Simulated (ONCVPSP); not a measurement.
**An ONCV potential for H, from input to tests**

Aim: build the potential from the settings below, then test how well it stands in for the atom: other configurations, scattering, ghost states and the plane-wave cutoff that it needs.

Method: ONCVPSP 4.0.1.1 (patched build), PBE, scalar-relativistic.

### Step 1. Settings

The settings as typed:

```
element                 : hydrogen (H, Z = 1)
type                    : optimised norm-conserving Vanderbilt (ONCV)
frozen core             : none
valence charge          : 1
reference configuration : 1s1
partial waves           : 1s: rc 1.35 bohr, ncon 4, nbas 8, qcut 4.2 1/bohr, 3 projectors, debl 2.7 Ha; p scattering state at 0.39 Ha: rc 1.45 bohr, ncon 3, nbas 7, qcut 5 1/bohr, 2 projectors, debl 0.7 Ha
local potential         : polynomial inside 1.25 bohr (lpopt 5, dvloc0 2 Ha)
core correction         : not asked for
```

The outer shells as boxes (Hund's rule for the drawing; the calculation is spin-unpolarised):

```
1s [↑ ]
```

An earlier all-electron run gives the scale for the radii.

All-electron outer shells of the reference configuration (PBE, scalar-relativistic, ld1.x):

```
shell  level (eV)  outermost node (bohr)  outermost maximum (bohr)
   1s       -6.49                      –                      1.03
```

### Step 2. Generation

H.dat reads:

```
# ATOM AND REFERENCE CONFIGURATION
# atsym  z   nc   nv     iexc    psfile
  H 1.00    0    1        4      upf
#
#   n    l    f
    1    0    1.00
#
# PSEUDOPOTENTIAL AND OPTIMIZATION
# lmax
    1
#
#   l,   rc,      ep,       ncon, nbas, qcut
    0    1.35    0.00    4    8    4.20
    1    1.45    0.39    3    7    5.00
#
# LOCAL POTENTIAL
# lloc, lpopt,  rc(5),   dvloc0
    4    5    1.25    2.00
#
# VANDERBILT-KLEINMAN-BYLANDER PROJECTORs
# l, nproj, debl
    0    3    2.70
    1    2    0.70
#
# MODEL CORE CHARGE
# icmod, fcfact, rcfact
    0    0.00    0.00
#
# LOG DERIVATIVE ANALYSIS
# epsh1, epsh2, depsh
   -2.00    5.00    0.02
#
# OUTPUT GRID
# rlmax, drl
    6.00    0.01
#
# TEST CONFIGURATIONS
# ncnf
    1
# nvcnf
#   n    l    f
    1
    1    0    0.50
#
```

Launch:

```
$ oncvpsp.x < H.dat > H.out
```

**Question.** What will these runs give? Wanted: cutoffs for 1 and 0.1 mHa per electron, occupied waves; bound ghosts; GHOST(+) flags; largest test error; largest phase difference near zero energy, channels read.

**Answer**, as computed:

| quantity | value |
| --- | --- |
| cutoffs for 1 and 0.1 mHa per electron, occupied waves | 12 Ha and 81 Ha |
| bound ghosts | none found |
| GHOST(+) flags | none at low energy |
| largest test error (AE − PS) | +6.3 meV, for 1s0.5 |
| largest phase difference near zero energy, channels read | 0.000 rad |

In words: By total energies transferability is good: the largest error is 6.3 meV on 4.8 eV, for 1s0.5. It counts as soft on the atom at that tolerance, with 12 Ha needed at the looser tolerance. The tighter tolerance needs 81 Ha, and converged work needs a cutoff nearer that. No bound ghost shows below the valence levels. Near zero energy the phases of the channels with partial waves agree within 0.001 rad. All of this concerns the isolated atom, not yet a solid.
